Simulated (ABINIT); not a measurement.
# AlO2 (Cmcm) in ABINIT: further runs

Aim: see how the results for AlO2 move with the level of theory and the settings. Levels: PBEsol, LDA, r2SCAN. Tasks: band structure.

Everything below comes from runs of ABINIT 10.8.3 (patched build). Logs are shortened: lines on timing, memory, paths and dates and some standing lists are left out, and cuts for length are marked. The log counts tension as positive stress, the text compression.

## 1. The structure

The structure is orthorhombic, space group Cmcm (No. 63). The conventional cell has a = 2.976 Å, b = 10.806 Å, c = 3.647 Å, α = 90.00°, β = 90.00°, γ = 90.00°. Al (site symmetry m2m) has 6 O at 1.87 to 2.02 Å as nearest neighbours. O (site symmetry m2m) has 2 Al at 1.88 Å as nearest neighbours. O (site symmetry m2m) is surrounded by 4 Al at 1.87 to 2.02 Å.

The cell comes from a database or a generator and needn't be the stable form of this composition.

## 2. Band structure, PBEsol

The input, run.abi:

```
# Datasets: ground state, then fixed potential
ndtset 2

# Pseudopotentials
pp_dirpath "./"
pseudos "Al.upf, O.upf"

# Structure
acell 3*1.0 Angstrom
rprim
     1.4881620000    -5.4028330000     0.0000000000
     1.4881620000     5.4028330000     0.0000000000
     0.0000000000     0.0000000000     3.6466120000
ntypat 2
znucl 13 8
natom 6
typat 1 1 2 2 2 2
xred
     0.6681330000     0.3318670000     0.7500000000
     0.3318670000     0.6681330000     0.2500000000
     0.0610720000     0.9389280000     0.7500000000
     0.9389280000     0.0610720000     0.2500000000
     0.2941840000     0.7058160000     0.7500000000
     0.7058160000     0.2941840000     0.2500000000
chkprim 0
chksymtnons 0
tolsym 1.0e-6

# Plane-wave basis
ecut 42.0

# Exchange and correlation
ixc -116133

# Bands and occupations
occopt 3
tsmear 0.05 eV

# SCF cycle
nstep 100

# Output
iomode 3
prtwf 0
prteig 0
prtebands 0
enunit 1
prtden1 1

# Dataset 1
kptopt1 1
ngkpt1 9 9 7
nshiftk1 1
shiftk1 0.0 0.0 0.0
nband1 19
tolvrs1 1.0e-10

# Dataset 2: bands along G-X-S-R-A-Z-G-Y-X1-A1-T-Y
iscf2 -2
getden2 1
nband2 25
nbdbuf2 4
tolwfr2 1.0e-11
kptopt2 -11
ndivsm2 8
prteig2 1
prtvol2 -3
kptbounds2
     0.0000000000     0.0000000000     0.0000000000
     0.2689669431     0.2689669431     0.0000000000
     0.0000000000     0.5000000000     0.0000000000
     0.0000000000     0.5000000000     0.5000000000
     0.2689669431     0.2689669431     0.5000000000
     0.0000000000     0.0000000000     0.5000000000
     0.0000000000     0.0000000000     0.0000000000
    -0.5000000000     0.5000000000     0.0000000000
    -0.2689669431     0.7310330569     0.0000000000
    -0.2689669431     0.7310330569     0.5000000000
    -0.5000000000     0.5000000000     0.5000000000
    -0.5000000000     0.5000000000     0.0000000000
```

Potentials or basis: PseudoDojo NC SR PBEsol v0.4.1 standard.

Command:

```sh
$ mpirun --bind-to none -np 4 abinit run.abi > log 2>&1
```

run.abo:

```text
.Version 10.8.3 of ABINIT
 DATASET    1 : space group Cm c m (# 63); Bravais oC (1-face-center ortho.)
================================================================================
 Values of the parameters that define the memory need for DATASET  1.
     intxc =       0    ionmov =       0      iscf =       7    lmnmax =       6
     lnmax =       6     mgfft =      64  mpssoang =       3    mqgrid =    3001
     natom =       6  nloc_mem =       1    nspden =       1   nspinor =       1
    nsppol =       1      nsym =       8    n1xccc =    2501    ntypat =       2
    occopt =       3   xclevel =       2
       mpw =        5168          nfft =      184320          nkpt =         100
================================================================================
================================================================================

 DATASET    2 : space group Cm c m (# 63); Bravais oC (1-face-center ortho.)
================================================================================
 Values of the parameters that define the memory need for DATASET  2.
     intxc =       0    ionmov =       0      iscf =      -2    lmnmax =       6
     lnmax =       6     mgfft =      64  mpssoang =       3    mqgrid =    3001
     natom =       6  nloc_mem =       1    nspden =       1   nspinor =       1
    nsppol =       1      nsym =       8    n1xccc =    2501    ntypat =       2
    occopt =       3   xclevel =       2
       mpw =        5168          nfft =      184320          nkpt =         236
================================================================================
================================================================================

--------------------------------------------------------------------------------
------------- Echo of variables that govern the present computation ------------
--------------------------------------------------------------------------------
 -outvars: echo values of preprocessed input variables --------
            acell      1.8897261259E+00  1.8897261259E+00  1.8897261259E+00 Bohr
              amu      2.69815390E+01  1.59994000E+01
          chkprim           0
      chksymtnons           0
             ecut      4.20000000E+01 Hartree
           enunit           1
           getden1          0
           getden2          1
             iscf1          7
             iscf2         -2
              ixc     -116133
           jdtset        1    2
           kptopt1          1
           kptopt2        -11
         kptrlatt        9    0    0      0    9    0      0    0    7
          kptrlen1     4.82376858E+01
[... 2689 lines left out ...]
    2      1.48816200000000     1.81678904157800     0.91165300000000
    3      1.48816200000000     4.74290936604800     2.73495900000000
    4      1.48816200000000    -4.74290936604800     0.91165300000000
    5      1.48816200000000     2.22397895345600     2.73495900000000
    6      1.48816200000000    -2.22397895345600     0.91165300000000
 length scales=  1.889726125908  1.889726125908  1.889726125908 bohr
              =  1.000000000000  1.000000000000  1.000000000000 angstroms
 Eigenvalues (   eV  ) for nkpt= 236  k points:
 kpt#   1, nband= 25, wtk=  1.00000, kpt=  0.0000  0.0000  0.0000 (reduced coord)
 -15.67008  -13.54575  -12.88748  -12.58386   -2.41833   -0.80509   -0.16696    0.41105
   1.02324    1.24319    1.36175    1.86847    2.39675    3.20694    3.73268    3.78795
   9.52853   12.02565   13.47446   14.39494   16.44594   17.08545   18.32767   19.08921
  19.20834
 kpt#   2, nband= 25, wtk=  1.00000, kpt=  0.0090  0.0090  0.0000 (reduced coord)
 -15.66732  -13.54491  -12.88634  -12.58476   -2.41516   -0.80587   -0.17006    0.40558
   1.02406    1.23263    1.36096    1.87337    2.39143    3.19663    3.73099    3.78763
   9.54404   12.03915   13.48355   14.40178   16.45030   17.07730   18.31683   18.91482
  19.23374
 kpt#   3, nband= 25, wtk=  1.00000, kpt=  0.0179  0.0179  0.0000 (reduced coord)
 -15.65903  -13.54237  -12.88293  -12.58747   -2.40564   -0.80829   -0.17944    0.38945
   1.02652    1.20224    1.35856    1.88699    2.37567    3.16623    3.72597    3.78663
   9.59010   12.07927   13.51054   14.42214   16.46331   17.05318   18.28438   18.66515
  19.21294
 kpt#   4, nband= 25, wtk=  1.00000, kpt=  0.0269  0.0269  0.0000 (reduced coord)
 -15.64526  -13.53819  -12.87735  -12.59196   -2.38980   -0.81262   -0.19542    0.36343
[... 1149 lines left out ...]
 -15.45642  -14.18777  -12.65360  -12.37499   -2.32867   -0.93097    0.17022    0.25551
   0.78924    1.74444    1.93783    2.06059    2.13838    2.36291    3.19369    3.71664
  10.98728   11.25896   12.47956   15.61283   16.34370   16.81577   17.93723   18.88706
  19.05476
 kpt# 235, nband= 25, wtk=  1.00000, kpt= -0.5000  0.5000  0.0217 (reduced coord)
 -15.46491  -14.19352  -12.64292  -12.36872   -2.31460   -0.96486    0.21112    0.24756
   0.76635    1.74249    2.03853    2.06164    2.17548    2.25499    3.20663    3.69041
  10.97619   11.24155   12.46100   15.72167   16.34190   16.74167   17.87415   18.95990
  19.12323
 kpt# 236, nband= 25, wtk=  1.00000, kpt= -0.5000  0.5000  0.0000 (reduced coord)
 -15.46774  -14.19543  -12.63935  -12.36663   -2.30965   -0.97641    0.22615    0.24491
   0.75688    1.74183    2.06200    2.13785    2.15371    2.18822    3.21095    3.68128
  10.97248   11.23574   12.45479   15.76316   16.34131   16.71164   17.85314   18.98787
  19.11706

== END DATASET(S) ==============================================================
================================================================================

 -outvars: echo values of variables after computation  --------
            acell      1.8897261259E+00  1.8897261259E+00  1.8897261259E+00 Bohr
           etotal1    -7.0716861618E+01
            fcart1    -2.0626103984E-19  3.0140578693E-03  4.0976077612E-23
                       2.6417772929E-19 -3.0140578693E-03  4.0968575355E-23
                      -1.0517479950E-19  1.1732019680E-02 -3.2777861187E-22
                       1.1651293011E-18 -1.1732019680E-02  1.6388930593E-22
                      -6.6616462053E-19  1.1063112078E-03  4.0972326483E-23
                      -4.5170657050E-19 -1.1063112078E-03  4.0972326483E-23
            rprim      1.4881620000E+00 -5.4028330000E+00  0.0000000000E+00
                       1.4881620000E+00  5.4028330000E+00  0.0000000000E+00
                       0.0000000000E+00  0.0000000000E+00  3.6466120000E+00
           strten1     2.3594224735E-04  2.4811450644E-04  1.8269207531E-04
                       0.0000000000E+00  0.0000000000E+00  0.0000000000E+00
           xangst      1.4881620000E+00 -1.8167890416E+00  2.7349590000E+00
                       1.4881620000E+00  1.8167890416E+00  9.1165300000E-01
                       1.4881620000E+00  4.7429093660E+00  2.7349590000E+00
                       1.4881620000E+00 -4.7429093660E+00  9.1165300000E-01
                       1.4881620000E+00  2.2239789535E+00  2.7349590000E+00
                       1.4881620000E+00 -2.2239789535E+00  9.1165300000E-01
             xred      6.6813300000E-01  3.3186700000E-01  7.5000000000E-01
                       3.3186700000E-01  6.6813300000E-01  2.5000000000E-01
                       6.1072000000E-02  9.3892800000E-01  7.5000000000E-01
                       9.3892800000E-01  6.1072000000E-02  2.5000000000E-01
                       2.9418400000E-01  7.0581600000E-01  7.5000000000E-01
                       7.0581600000E-01  2.9418400000E-01  2.5000000000E-01
 Calculation completed.
```

It took 7 min on 4 MPI ranks of Arm Neoverse V1, shared host; peak memory 0.8 GiB.

Results:

| Quantity | Value |
| --- | --- |
| Free energy | -1924.3038 eV |
| Pressure | -6.5 GPa |
| Largest force | 0.603 eV/Å |
| Band gap on the k mesh | none (metal or under the smearing width) |
| Valence electrons inside the program's atomic spheres | Al 1.05; O 5.95, 6.36 |

Forces on the atoms (eV/Å):
```
Al   0.000  0.155  0.000
Al   0.000 -0.155  0.000
O    0.000  0.603  0.000
O    0.000 -0.603  0.000
O    0.000  0.057  0.000
O    0.000 -0.057  0.000
```

Levels at the corners of the path, in eV from the Fermi level:
```
point  band 13  band 14  band 15  band 16  band 17  band 18
    Γ    -1.29    -0.48     0.04     0.10     5.84     8.34
    X    -1.64    -1.01    -0.67    -0.02     9.74     9.92
    S    -1.80    -1.08    -0.53    -0.05     9.83     9.97
    R    -1.28    -1.28     0.18     0.18    10.10    10.10
    A    -1.37    -1.37     0.23     0.23    10.16    10.16
    Z    -1.05    -1.05    -0.20    -0.20     8.60     8.60
    Γ    -1.29    -0.48     0.04     0.10     5.84     8.34
    Y    -1.53    -1.50    -0.48    -0.01     7.28     7.55
   X1    -1.64    -1.01    -0.67    -0.02     9.74     9.92
   A1    -1.37    -1.37     0.23     0.23    10.16    10.16
    T    -1.67    -1.67     0.37     0.37     8.79     8.79
    Y    -1.53    -1.50    -0.48    -0.01     7.28     7.55
```

## 3. Band structure, LDA

Edit run.abi of step 2 so:

```diff
@@ -5,3 +5,3 @@
 pp_dirpath "./"
-pseudos "Al.upf, O.upf"
+pseudos "Al.LDA_PW-JTH.xml, O.LDA_PW-JTH.xml"
 
@@ -29,6 +29,7 @@
 # Plane-wave basis
-ecut 42.0
+ecut 23.0
+pawecutdg 45.0
 
 # Exchange and correlation
-ixc -116133
+ixc 7
 
@@ -55,3 +56,3 @@
 nband1 19
-tolvrs1 1.0e-10
+tolvrs1 1.0e-9
```

Potentials or basis: JTH PAW LDA v2.0.

Command:

```sh
$ mpirun --bind-to none -np 4 abinit run.abi > log 2>&1
```

It took 2.1 min on 4 MPI ranks of Arm Neoverse V1, shared host; peak memory 0.56 GiB.

The run converged. Its results:

```yaml
Free_energy: -1877.7415 eV
Pressure: -12.2 GPa
Largest_force: 0.437 eV/Å
Band_gap_on_the_k_mesh: none (metal or under the smearing width)
Valence_electrons_inside_the_program's_atomic_spheres: Al 0.87; O 4.43, 4.62
```

Forces in eV/Å, atoms in the order of the input:
```
Al   0.000  0.205  0.000
Al   0.000 -0.205  0.000
O    0.000  0.437  0.000
O    0.000 -0.437  0.000
O    0.000  0.177  0.000
O    0.000 -0.177  0.000
```

Stress tensor (GPa, compression positive):
```
-12.30   0.00   0.00
  0.00 -12.60   0.00
  0.00   0.00 -11.77
```

Levels at the corners of the path, in eV from the Fermi level:
| point | band 11 | band 12 | band 13 | band 14 | band 15 | band 16 | band 17 | band 18 | band 19 | band 20 |
| --- | --- | --- | --- | --- | --- | --- | --- | --- | --- | --- |
| Γ | -2.35 | -1.83 | -1.29 | -0.48 | 0.04 | 0.10 | 5.77 | 8.14 | 9.69 | 10.59 |
| X | -2.69 | -2.65 | -1.64 | -1.01 | -0.68 | -0.03 | 9.58 | 9.73 | 11.15 | 11.18 |
| S | -2.60 | -2.49 | -1.81 | -1.09 | -0.53 | -0.06 | 9.66 | 9.78 | 11.22 | 11.22 |
| R | -2.39 | -2.39 | -1.28 | -1.28 | 0.19 | 0.19 | 9.98 | 9.98 | 11.47 | 11.47 |
| A | -2.37 | -2.37 | -1.38 | -1.38 | 0.24 | 0.24 | 10.03 | 10.03 | 11.48 | 11.48 |
| Z | -1.77 | -1.77 | -1.06 | -1.06 | -0.19 | -0.19 | 8.48 | 8.48 | 9.47 | 9.47 |
| Γ | -2.35 | -1.83 | -1.29 | -0.48 | 0.04 | 0.10 | 5.77 | 8.14 | 9.69 | 10.59 |
| Y | -1.63 | -1.55 | -1.54 | -1.52 | -0.47 | -0.01 | 7.16 | 7.49 | 8.60 | 11.94 |
| X1 | -2.69 | -2.65 | -1.64 | -1.01 | -0.68 | -0.03 | 9.58 | 9.73 | 11.15 | 11.18 |
| A1 | -2.37 | -2.37 | -1.38 | -1.38 | 0.24 | 0.24 | 10.03 | 10.03 | 11.48 | 11.48 |
| T | -2.23 | -2.23 | -1.67 | -1.67 | 0.37 | 0.37 | 8.67 | 8.67 | 9.71 | 9.71 |
| Y | -1.63 | -1.55 | -1.54 | -1.52 | -0.47 | -0.01 | 7.16 | 7.49 | 8.60 | 11.94 |

## 4. Band structure, r2SCAN

Edit run.abi of step 3 so:

```diff
@@ -5,3 +5,3 @@
 pp_dirpath "./"
-pseudos "Al.LDA_PW-JTH.xml, O.LDA_PW-JTH.xml"
+pseudos "Al.GGA_PBE-JTH.xml, O.GGA_PBE-JTH.xml"
 
@@ -29,7 +29,9 @@
 # Plane-wave basis
-ecut 23.0
-pawecutdg 45.0
+ecut 28.0
+pawecutdg 50.0
 
 # Exchange and correlation
-ixc 7
+ixc -497498
+usekden 1
+pawxcdev 0
 
@@ -49,2 +51,3 @@
 prtden1 1
+prtkden1 1
 
@@ -56,3 +59,3 @@
 nband1 19
-tolvrs1 1.0e-9
+tolvrs1 1.0e-7
 
@@ -61,2 +64,3 @@
 getden2 1
+getkden2 1
 nband2 25
```

Potentials or basis: JTH PAW PBE v2.0.

Command:

```sh
$ mpirun --bind-to none -np 4 abinit run.abi > log 2>&1
```

It took 11 min on 4 MPI ranks of Arm Neoverse V1, shared host; peak memory 0.92 GiB.

The run converged. Its results:

* Free energy: -1757.6697 eV
* Pressure: -7.8 GPa
* Largest force: 0.803 eV/Å
* Band gap on the k mesh: none (metal or under the smearing width)
* Valence electrons inside the program's atomic spheres: Al 0.81; O 4.46, 4.66

Forces on the atoms (eV/Å):
```
Al   0.000  0.106  0.000
Al   0.000 -0.106  0.000
O    0.000  0.803  0.000
O    0.000 -0.803  0.000
O    0.000 -0.049  0.000
O    0.000  0.049  0.000
```

Stress tensor (GPa, compression positive):
```
-8.46  0.00  0.00
 0.00 -7.75  0.00
 0.00  0.00 -7.06
```

Levels at the corners of the path, in eV from the Fermi level:
```tsv
point	band 13	band 14	band 15	band 16	band 17	band 18
Γ	-1.52	-0.56	0.02	0.08	6.64	9.37
X	-1.75	-1.09	-0.77	0.02	10.76	10.97
S	-1.90	-1.17	-0.62	-0.01	10.86	11.02
R	-1.36	-1.36	0.17	0.17	11.02	11.02
A	-1.44	-1.44	0.21	0.21	11.08	11.08
Z	-1.11	-1.11	-0.22	-0.22	9.47	9.47
Γ	-1.52	-0.56	0.02	0.08	6.64	9.37
Y	-1.60	-1.58	-0.56	0.03	8.10	8.46
X1	-1.75	-1.09	-0.77	0.02	10.76	10.97
A1	-1.44	-1.44	0.21	0.21	11.08	11.08
T	-1.83	-1.83	0.36	0.36	9.67	9.67
Y	-1.60	-1.58	-0.56	0.03	8.10	8.46
```

Caveat: totals of a meta-GGA on PAW files have another zero than those of a GGA; the PAW data sets were made with another functional, which shifts forces and pressure a little.

## 5. The runs side by side

```tsv
level	potentials or basis	cutoff (eV)	fine-grid cutoff	gap on the mesh (eV)	pressure (GPa)	largest force (eV/Å)
PBEsol	PseudoDojo NC SR PBEsol v0.4.1 standard	1143	-	none	-6.5	0.60
LDA	JTH PAW LDA v2.0	626	1224.51 eV	none	-12.2	0.44
r2SCAN	JTH PAW PBE v2.0	762	1360.57 eV	none	-7.8	0.80
```

Alike in all rows: task band structure; no spin polarisation; cell as given; k mesh 9 × 9 × 7; smearing fermi-dirac 0.05 eV.

Caveats: totals of a meta-GGA on PAW files have another zero than those of a GGA (some runs); the PAW data sets were made with another functional, which shifts forces and pressure a little (some runs).

Total energies depend on the potentials used, so only differences within one code and one set of settings carry meaning.
